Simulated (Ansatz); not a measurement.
**TaRu: a strain scan**

Aim: for TaRu, strain the cell along the Voigt pattern (0, 0, 0, 0, 0, 1).

Program: Ansatz 0.2.0. Level of theory: DFT r2SCAN, scalar-relativistic, plane waves, PAW. These are calculated values, not measurements.

## Step 1: Starting point

Symmetry: Pm-3m, No. 221, cubic system. Conventional cell: a = 3.187 Å, b = 3.187 Å, c = 3.187 Å, α = 90.00°, β = 90.00°, γ = 90.00°. Ta (site symmetry m-3m) has 8 Ru at 2.76 Å in its first shell of neighbours. Ru (site symmetry m-3m) has 8 Ta at 2.76 Å in its first shell of neighbours.

As a file:

```
Ta Ru
1.0
     3.18700    0.00000    0.00000
     0.00000    3.18700    0.00000
     0.00000    0.00000    3.18700
Ta Ru
1 1
Direct
  0.50000 0.50000 0.50000
  0.00000 0.00000 0.00000
```

No relaxation comes first: the listed cell is the starting point.

## Step 2: Zero of energy

The reference gives a free energy of -15835.6470 eV, pressure -7.60 GPa, largest force 0.000 eV/Å and gap on the mesh none (metal). It was computed beforehand with the settings of the runs below.

## Step 3: The scan: a strain scan

The cell is strained by ε times the Voigt pattern (0, 0, 0, 0, 0, 1) (xx, yy, zz, yz, xz, xy; engineering shear), with fractional coordinates fixed (clamped ions). The stress on the pattern is the sum of the stress components weighted by it, tension positive.

## Step 4: Point ε = -0.0600

Contents of input.yaml:

```yaml
crystal:
  lattice:
    - [3.187, -0.09561, 0.0]
    - [-0.09561, 3.187, 0.0]
    - [0.0, 0.0, 3.187]
  atoms:
    - { symbol: Ta, position: [0.5, 0.5, 0.5] }
    - { symbol: Ru, position: [0.0, 0.0, 0.0] }
basis:
  ecutwfc: 500
kpoints:
  mp_grid: { grid: [16, 16, 16] }
hamiltonian:
  xc: r2scan
scf:
  occupations: { method: gaussian, width: 0.15 }
output:
  forces: true
  stress: true
  eigenvalues: true
```

Run with:

```bash
ansatz run input.yaml --threads 1 --pin off --max-ram 2560MiB --backend cpu --events-out ev --progress --plain --runs-dir out
```

## Step 5: At ε = 0.0450

input.yaml: that of step 4 with these lines changed.

```diff
@@ -2,4 +2,4 @@
   lattice:
-    - [3.187, -0.09561, 0.0]
-    - [-0.09561, 3.187, 0.0]
+    - [3.187, 0.0717075, 0.0]
+    - [0.0717075, 3.187, 0.0]
     - [0.0, 0.0, 3.187]
```

## Step 6: Point ε = -0.0300

input.yaml: that of step 5 with these lines changed.

```diff
@@ -2,4 +2,4 @@
   lattice:
-    - [3.187, 0.0717075, 0.0]
-    - [0.0717075, 3.187, 0.0]
+    - [3.187, -0.047805, 0.0]
+    - [-0.047805, 3.187, 0.0]
     - [0.0, 0.0, 3.187]
```

## Step 7: ε = 0.0150

input.yaml: that of step 6 with these lines changed.

```diff
@@ -2,4 +2,4 @@
   lattice:
-    - [3.187, -0.047805, 0.0]
-    - [-0.047805, 3.187, 0.0]
+    - [3.187, 0.0239025, 0.0]
+    - [0.0239025, 3.187, 0.0]
     - [0.0, 0.0, 3.187]
```

## Step 8: Point ε = 0.0525

input.yaml: that of step 7 with these lines changed.

```diff
@@ -2,4 +2,4 @@
   lattice:
-    - [3.187, 0.0239025, 0.0]
-    - [0.0239025, 3.187, 0.0]
+    - [3.187, 0.08365875, 0.0]
+    - [0.08365875, 3.187, 0.0]
     - [0.0, 0.0, 3.187]
@@ -20 +20,5 @@
   eigenvalues: true
+  write_density: true
+  write_potential: true
+  elf: true
+  volumetric_format: npy
```

## Step 9: At ε = 0.0375

input.yaml: that of step 8 with these lines changed.

```diff
@@ -2,4 +2,4 @@
   lattice:
-    - [3.187, 0.08365875, 0.0]
-    - [0.08365875, 3.187, 0.0]
+    - [3.187, 0.05975625, 0.0]
+    - [0.05975625, 3.187, 0.0]
     - [0.0, 0.0, 3.187]
@@ -20,5 +20 @@
   eigenvalues: true
-  write_density: true
-  write_potential: true
-  elf: true
-  volumetric_format: npy
```

## Step 10: ε = 0.0225

input.yaml: that of step 9 with these lines changed.

```diff
@@ -2,4 +2,4 @@
   lattice:
-    - [3.187, 0.05975625, 0.0]
-    - [0.05975625, 3.187, 0.0]
+    - [3.187, 0.03585375, 0.0]
+    - [0.03585375, 3.187, 0.0]
     - [0.0, 0.0, 3.187]
```

## Step 11: Point ε = 0.0075

input.yaml: that of step 10 with these lines changed.

```diff
@@ -2,4 +2,4 @@
   lattice:
-    - [3.187, 0.03585375, 0.0]
-    - [0.03585375, 3.187, 0.0]
+    - [3.187, 0.01195125, 0.0]
+    - [0.01195125, 3.187, 0.0]
     - [0.0, 0.0, 3.187]
```

(Steps that only read results are left out.)

Q: Predict the outcome of this session. Wanted: slope of the stress at ε = 0, from the points at -0.0300, 0 and 0.0075.

As calculated:

```
                                                              quantity   value
slope of the stress at ε = 0, from the points at -0.0300, 0 and 0.0075  75 GPa
```

In words: From the stress slope, C66 is about 75 GPa with the ions clamped; letting the atoms relax could not make it stiffer. The step is wide, so higher orders mix in. The reference stands under -7.6 GPa, so this is no zero-stress constant. The undisturbed cell stays the lowest of the sampled points. Spin-orbit coupling is left out for Ta.
